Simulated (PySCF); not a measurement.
# SrCa+: bond curves at several levels of theory

An exercise on one series of results from a longer session: the logs are not shown, and one member is left open.

Method: Sr def2-SVP with ECP28, Ca def2-SVP, scalar-relativistic core potentials; program: PySCF 2.14.0.

Set-up of the first run:

The job is set up so:

```json
{
 "atoms": "Sr, Ca",
 "charge": "1",
 "basis": "Sr def2-SVP with ECP28, Ca def2-SVP",
 "Hamiltonian": "scalar-relativistic core potentials",
 "basis functions": "47",
 "electrons treated": "29",
 "masses in u": "87.9056, 39.9626",
 "levels": "PBE0, PBE, r²SCAN, BLYP, M06-2X, PBEsol, HF, MP2, SCS-MP2, CCSD, CCSD(T)",
 "grid": "80 radial by 434 angular points",
 "occupations": "held fixed by the projection of orbital angular momentum",
 "dissociation limit": "Sr+ + Ca, each in its ground configuration",
 "starting distance in angstrom": "3.400",
 "values of 2S to try": "1, 3"
}
```

Run with:

```
$ OMP_NUM_THREADS=1 python dia.py task.json out
```

Steps of the session up to this table: The job; The PBE0 curve of the state that the search chose; Other states along the same grid; PBE (GGA); r²SCAN; BLYP (GGA); M06-2X; PBEsol (GGA); ROHF; Adding correlation.

One of the session's tables, all rows but one given; the rest of the session is left out.

It belongs to the step «The curves together». Energy (eV) from each level's lowest point:

| R (Å) | ROHF | ROHF-MP2 | ROHF-SCS-MP2 | ROHF-CCSD | ROHF-CCSD(T) |
| --- | --- | --- | --- | --- | --- |
| 3.493 | 0.391 | 0.292 | 0.309 | n/a | n/a |
| 3.655 | 0.216 | 0.137 | 0.150 | 0.138 | 0.136 |
| 3.817 | 0.095 | 0.044 | 0.051 | 0.049 | 0.047 |
| 3.939 | 0.041 | 0.011 | 0.014 | 0.014 | 0.013 |
| 4.061 | 0.011 | 0.000 | 0.000 | 0.000 | 0.000 |
| 4.183 | 0.000 | 0.005 | 0.001 | 0.002 | 0.003 |
| 4.345 | ? | ? | ? | ? | ? |
| 4.548 | 0.042 | 0.084 | 0.073 | 0.073 | 0.074 |
| 4.792 | 0.104 | 0.167 | 0.152 | 0.148 | 0.150 |
| 5.117 | 0.205 | 0.291 | 0.272 | n/a | n/a |

Estimate the missing values for R (Å) = 4.345.

Worked estimate for «ROHF». A straight line through the neighbours (4.183, 0.000) and (4.548, 0.042) gives 0.000 + (0.042 − 0.000) × (4.345 − 4.183) / (4.548 − 4.183) = 0.019; a parabola fitted to 4 rows on both sides gives 0.011.

**Answer.** ROHF: 0.007; ROHF-MP2: 0.031; ROHF-SCS-MP2: 0.024; ROHF-CCSD: 0.025; ROHF-CCSD(T): 0.025. In «ROHF» the line misses by +0.012 and the parabola by +0.004.
